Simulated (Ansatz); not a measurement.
# Al2Cu: the cost of one run

Program: Ansatz 0.2.0. Level of theory: DFT PBE, scalar-relativistic, plane waves, PAW. These are calculated values, not measurements.

**1. The system as given**

The structure is monoclinic, space group C2 (No. 5). The conventional cell has a = 7.784 Å, b = 6.067 Å, c = 30.102 Å, α = 90.00°, β = 90.00°, γ = 90.00°. Al (site symmetry 1) is surrounded by 3 Cu at 2.59 Å and 1 Al at 2.90 Å. Cu (site symmetry 1) is surrounded by 1 Cu at 2.44 Å and 6 Al at 2.59 Å. Around Al (site symmetry 1) lie 3 Cu at 2.59 Å and 2 Al at 2.71 to 2.90 Å. Around Al (site symmetry 1) lie 4 Cu at 2.59 Å and 3 Al at 2.71 to 2.90 Å. Cu (site symmetry 1) is surrounded by 2 Cu at 2.44 Å and 8 Al at 2.59 Å. Only part of the 11 independent sites is listed.

Coordinates:

```cif
data_structure
_symmetry_space_group_name_H-M 'P 1'
_symmetry_Int_Tables_number 1
_cell_length_a 4.9346
_cell_length_b 4.9346
_cell_length_c 30.1021
_cell_angle_alpha 90.000
_cell_angle_beta 90.000
_cell_angle_gamma 75.866
_cell_volume 710.81
loop_
_atom_site_label
_atom_site_type_symbol
_atom_site_fract_x
_atom_site_fract_y
_atom_site_fract_z
_atom_site_occupancy
Al1 Al 0.24167 0.55787 0.29898 1
Cu1 Cu 0.70560 0.70560 0.31059 1
Al2 Al 0.85332 0.16952 0.32219 1
Al3 Al 0.36160 0.04540 0.36212 1
Cu2 Cu 0.50933 0.50933 0.37373 1
Al4 Al 0.97326 0.65706 0.38533 1
Al5 Al 0.84914 0.16534 0.42526 1
Cu3 Cu 0.31306 0.31306 0.43686 1
Al6 Al 0.46079 0.77699 0.44847 1
Al7 Al 0.96907 0.65287 0.48840 1
Cu4 Cu 0.11680 0.11680 0.50000 1
Al8 Al 0.58072 0.26452 0.51160 1
Al9 Al 0.45660 0.77280 0.55153 1
Cu5 Cu 0.92053 0.92053 0.56314 1
Al10 Al 0.06825 0.38445 0.57474 1
Al11 Al 0.57653 0.26033 0.61467 1
Cu6 Cu 0.72426 0.72426 0.62627 1
Al12 Al 0.18819 0.87199 0.63788 1
Al13 Al 0.06407 0.38027 0.67781 1
Cu7 Cu 0.52799 0.52799 0.68941 1
Al14 Al 0.67572 0.99192 0.70102 1
```

Slab cut from the bulk at the bulk's listed lattice constants, lower half held.

**2. Relaxing the atoms**

Input file input.yaml:

```yaml
crystal:
  lattice:
    - [4.93462529, 0.0, 0.0]
    - [1.20501191, 4.7852349, 0.0]
    - [0.0, 0.0, 30.1020539942]
  atoms:
    - { symbol: Al, position: [0.24167257, 0.55787257, 0.29898292] }
    - { symbol: Cu, position: [0.70559859, 0.70559859, 0.31058759] }
    - { symbol: Al, position: [0.8533246, 0.1695246, 0.32219225] }
    - { symbol: Al, position: [0.36160497, 0.04540497, 0.36212039] }
    - { symbol: Cu, position: [0.50933098, 0.50933098, 0.37372506] }
    - { symbol: Al, position: [0.97325699, 0.65705699, 0.38532973] }
    - { symbol: Al, position: [0.84913736, 0.16533736, 0.42525786] }
    - { symbol: Cu, position: [0.31306337, 0.31306337, 0.43686253] }
    - { symbol: Al, position: [0.46078938, 0.77698938, 0.4484672] }
    - { symbol: Al, position: [0.96906975, 0.65286975, 0.48839533] }
    - { symbol: Cu, position: [0.11679576, 0.11679576, 0.5] }
    - { symbol: Al, position: [0.58072177, 0.26452177, 0.51160467] }
    - { symbol: Al, position: [0.45660214, 0.77280214, 0.5515328] }
    - { symbol: Cu, position: [0.92052815, 0.92052815, 0.56313747] }
    - { symbol: Al, position: [0.06825417, 0.38445417, 0.57474214] }
    - { symbol: Al, position: [0.57653453, 0.26033453, 0.61467027] }
    - { symbol: Cu, position: [0.72426054, 0.72426054, 0.62627494] }
    - { symbol: Al, position: [0.18818656, 0.87198656, 0.63787961] }
    - { symbol: Al, position: [0.06406692, 0.38026692, 0.67780775] }
    - { symbol: Cu, position: [0.52799294, 0.52799294, 0.68941241] }
    - { symbol: Al, position: [0.67571895, 0.99191895, 0.70101708] }
basis:
  ecutwfc: 420.0
  fft_grid_basis: typed
kpoints:
  mp_grid: { grid: [6, 6, 1] }
hamiltonian:
  xc: pbe
  pseudopotentials: { kind: paw }
scf:
  occupations: { method: gaussian, width: 0.1 }
output:
  forces: true
  eigenvalues: true
efield:
  axis: 3
  dipole_correction: true
  ramp_width: 0.04
relax:
  adjacent_minimum: "off"
  f_tol: 0.04
  max_steps: 40
  constraints: [{ sites: [0, 1, 2, 3, 4, 5, 6, 7, 8, 9] }]
```

Command:

```
> ansatz run input.yaml --threads 2 --pin off --max-ram 4423MiB --backend cpu --events-out ev --progress --plain --runs-dir out
```

Q: Estimate wall time and peak memory on 2 threads of Intel Xeon 6975P-C (Granite Rapids), shared host.

About 5.1 min, with a peak of 2 GiB.
